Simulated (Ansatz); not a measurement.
**ClH₇O₂Si₃: up Jacob's ladder to CCSD(T)**

How much do the methods differ for ClH₇O₂Si₃? The plan is to run it at one geometry with functionals of several rungs and with coupled cluster. The yardstick is the atomisation energy at the CCSD(T) limit.

Program: Ansatz 0.2.0, Gaussian basis. Level of theory: functionals in def2-TZVPP, the program's frozen cores in correlated methods. These are calculated values, not measurements.

The runs, in order: PBE-D4, r2SCAN-D4, PBE0-D4, B3LYP-D4, ωB97X-V, ωB97M-V, B2PLYP; CCSD(T)/def2-TZVPP; MP2/def2-QZVPP; extrapolation to the limit.

### 1 The geometry

All runs share one geometry, relaxed beforehand with PBE0-D4 in a triple-zeta def2 set.

SMILES `[SiH3]O[SiH](Cl)O[SiH3]`, 13 atoms, charge 0, spin multiplicity 1.

Atoms are counted from 1 here; the program's logs count them from 0.

Bond lengths: Si1–O2 1.644 Å, Si1–H7 1.483 Å, Si1–H8 1.482 Å, Si1–H9 1.485 Å, O2–Si3 1.613 Å, Si3–Cl4 2.054 Å, Si3–O5 1.613 Å, Si3–H10 1.467 Å, O5–Si6 1.644 Å, Si6–H11 1.483 Å, Si6–H12 1.485 Å, Si6–H13 1.482 Å. Angles: O2–Si1–H7 109.9°, O2–Si1–H8 107.5°, O2–Si1–H9 109.8°, H7–Si1–H8 110.1°, H7–Si1–H9 109.6°, H8–Si1–H9 109.9°, Si1–O2–Si3 145.9°, O2–Si3–Cl4 108.8°, O2–Si3–O5 111.3°, O2–Si3–H10 109.4°, Cl4–Si3–O5 108.6°, Cl4–Si3–H10 109.2°, O5–Si3–H10 109.6°, Si3–O5–Si6 145.3°, O5–Si6–H11 109.9°, O5–Si6–H12 109.9°, O5–Si6–H13 107.5°, H11–Si6–H12 109.6° and more.

### 2 PBE-D4 (GGA)

File in.yaml:

```yaml
crystal:
  periodic: [false, false, false]
  atoms:
    - {symbol: Si, position_ang: [0.405163, 1.577445, -1.864301]}
    - {symbol: O, position_ang: [0.729841, 1.355192, -0.267973]}
    - {symbol: Si, position_ang: [0.188526, 0.776200, 1.136578]}
    - {symbol: Cl, position_ang: [-1.811941, 1.210977, 1.302944]}
    - {symbol: O, position_ang: [0.376712, -0.823845, 1.222155]}
    - {symbol: Si, position_ang: [-0.297862, -2.284957, 0.884295]}
    - {symbol: H, position_ang: [-0.754030, 2.489669, -2.021803]}
    - {symbol: H, position_ang: [1.610490, 2.173776, -2.486366]}
    - {symbol: H, position_ang: [0.100995, 0.271205, -2.502448]}
    - {symbol: H, position_ang: [0.914128, 1.416671, 2.239171]}
    - {symbol: H, position_ang: [-1.455565, -2.524754, 1.779901]}
    - {symbol: H, position_ang: [-0.747059, -2.319952, -0.530749]}
    - {symbol: H, position_ang: [0.740612, -3.317627, 1.108597]}
basis:
  gaussian: {orbitals: def2-TZVPP}
hamiltonian: {xc: pbe, dispersion: d4}
output: {forces: true, orbitals: {seedname: orbitals}}
```

Run with:

```console
$ ansatz run in.yaml --threads 2 --pin off --events-out ev --progress --plain --max-ram 22528MiB --backend cuda --devices 0, --max-vram 18GiB
```

Further steps of the session: r2SCAN-D4 (meta-GGA); PBE0-D4 (hybrid); B3LYP-D4 (hybrid); ωB97X-V (range-separated); ωB97M-V (range-separated); B2PLYP (double hybrid); CCSD(T) in def2-TZVPP; MP2 in def2-QZVPP.

Before running them: what should the planned runs give, taken together? Wanted: atomisation energy, CCSD(T)/CBS; farthest; mean size of error, hybrid; mean size of error, range-separated; gap, smallest and largest; T1 diagnostic; triples share of the correlation energy.

**Answer**, as computed:

```
                               quantity                                 value
        atomisation energy, CCSD(T)/CBS                         4612.9 kJ/mol
 functionals within 23.1 kJ/mol (0.5 %)                      ωB97X-V, ωB97M-V
                               farthest               PBE0-D4 (-108.5 kJ/mol)
             mean size of error, hybrid                           78.6 kJ/mol
    mean size of error, range-separated                            8.3 kJ/mol
              gap, smallest and largest  6.56 eV (PBE-D4), 13.31 eV (ωB97X-V)
                          T1 diagnostic                                0.0111
triples share of the correlation energy                                 3.4 %
```

PBE-D4 is off by -72.5 kJ/mol. Double hybrids carry the basis error of their MP2 part in triple zeta, and no dispersion term here, so their miss is partly the set-up's. Misses under about 23.1 kJ/mol are within the doubt on the reference itself, which lacks core-valence correlation, relativity and higher excitations. Hartree-Fock recovers 75 % of the binding; the rest is correlation. Orbital gaps span 6.6 to 13.3 eV; exact exchange widens them.
